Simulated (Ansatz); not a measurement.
# IrC: the cost of one run

Program: Ansatz 0.2.0. Level of theory: DFT PBE, scalar-relativistic, plane waves, PAW. These are calculated values, not measurements.

## Step 1: Starting point

It takes space group P4/mmm (No. 123, tetragonal). The conventional cell has a = 3.238 Å, b = 3.238 Å, c = 14.000 Å, α = 90.00°, β = 90.00°, γ = 90.00°. Ir (site symmetry 4/mmm) has 4 C at 2.29 Å as nearest neighbours. C (site symmetry 4/mmm) is surrounded by 4 Ir at 2.29 Å.

As a file:

```
CELL_PARAMETERS angstrom
3.23841 0.00000 0.00000
0.00000 3.23841 0.00000
0.00000 0.00000 14.00000
ATOMIC_POSITIONS crystal
Ir 0.00000 0.00000 0.50000
C 0.50000 0.50000 0.50000
```

A structure generator made this guess: random sheet by layer group and Wyckoff sites. Lengths come from tabulated atomic sizes and are only a guess.

Only a and b are periodic; c spans vacuum, so the box's volume, pressure and space group aren't properties of the sheet.

## Step 2: Probe: one point on a coarse mesh

File input.yaml:

```yaml
crystal:
  lattice:
    - [3.238409, 0.0, 0.0]
    - [0.0, 3.238409, 0.0]
    - [0.0, 0.0, 14.0]
  atoms:
    - { symbol: Ir, position: [0.0, 0.0, 0.5] }
    - { symbol: C, position: [0.5, 0.5, 0.5] }
  periodic: [true, true, false]
basis:
  ecutwfc: 420
kpoints:
  mp_grid: { grid: [6, 6, 1] }
hamiltonian:
  xc: pbe
scf:
  occupations: { method: gaussian, width: 0.1 }
  lower_state_search: "off"
output:
  forces: true
  stress: true
  eigenvalues: true
```

Command:

```console
> ansatz run input.yaml --threads 1 --pin off --max-ram 2048MiB --backend cpu --events-out ev --progress --plain --runs-dir out
```

What time and memory should one allow on 1 thread of AMD EPYC 7B13 (Zen 3), shared host?

About 3.3 s, with a peak of 0.47 GiB.
